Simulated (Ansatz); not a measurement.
# SeO4 (-2): geometry and frequencies at several levels

One table from this session's results is given with a row withheld; the runs are named, their logs left out.

Method: the levels named in each step, in Ansatz 0.2.0.

## The system as given

Bond lengths: O1–Se2 1.644 Å, Se2–O3 1.644 Å, Se2–O4 1.644 Å, Se2–O5 1.644 Å. Angles: O1–Se2–O3 109.5°, O1–Se2–O4 109.5°, O1–Se2–O5 109.5°, O3–Se2–O4 109.5°, O3–Se2–O5 109.5°, O4–Se2–O5 109.5°.

Structure file:

```xyz
5

O    -0.2475   -1.1952   -1.1009
Se    0.0000    0.0001    0.0000
O    -0.3676   -0.5548    1.5029
O    -0.9607    1.2841   -0.3602
O     1.5758    0.4657   -0.0418
```

Set-up of the first run:

input.yaml

```yaml
crystal:
  periodic: [false, false, false]
  atoms:
    - { symbol: O, position_ang: [-0.25578982, -1.23534353, -1.13790972] }
    - { symbol: Se, position_ang: [-3.97e-06, -2.396e-05, 6.0e-06] }
    - { symbol: O, position_ang: [-0.38000229, -0.57344184, 1.55341712] }
    - { symbol: O, position_ang: [-0.99292371, 1.32731117, -0.37226333] }
    - { symbol: O, position_ang: [1.62869979, 0.48137815, -0.04322007] }
total_charge: -2
basis:
  gaussian: { orbitals: STO-3G }
hamiltonian:
  xc: hf
relax:
  f_tol: 0.002
  max_steps: 150
```

Started as:

```
$ ansatz run input.yaml --threads 2 --pin off --max-ram 5120MiB --backend cpu --events-out ev --progress --plain --runs-dir out
```

Among the steps run: Relaxation, HF/STO-3G; Frequencies, HF/STO-3G; Relaxation, HF/def2-SVPD; Frequencies, HF/def2-SVPD; Relaxation, LDA/def2-SVPD; Frequencies, LDA/def2-SVPD; Relaxation, PBE-D4/def2-SVPD; Frequencies, PBE-D4/def2-SVPD.

One of the session's tables, all rows but one given; the rest of the session is left out.

| level | O1–Se2 (Å) | Se2–O3 (Å) | Se2–O4 (Å) | highest frequency (cm⁻¹) |
| --- | --- | --- | --- | --- |
| HF/STO-3G | ? | ? | ? | ? |
| HF/def2-SVPD | 1.6311 | 1.6311 | 1.6311 | 931 |
| LDA/def2-SVPD | 1.6742 | 1.6742 | 1.6742 | 804 |
| PBE-D4/def2-SVPD | 1.6989 | 1.6989 | 1.6989 | 757 |

Estimate the missing values for HF/STO-3G.

The run gave: O1–Se2 (Å): 1.9447; Se2–O3 (Å): 1.9447; Se2–O4 (Å): 1.9447; highest frequency (cm⁻¹): 588. In the column «O1–Se2 (Å)» it is the highest.

Limits of these values: A small anion of this charge may not be bound in the gas phase; the finite basis can hold electrons that would leave.
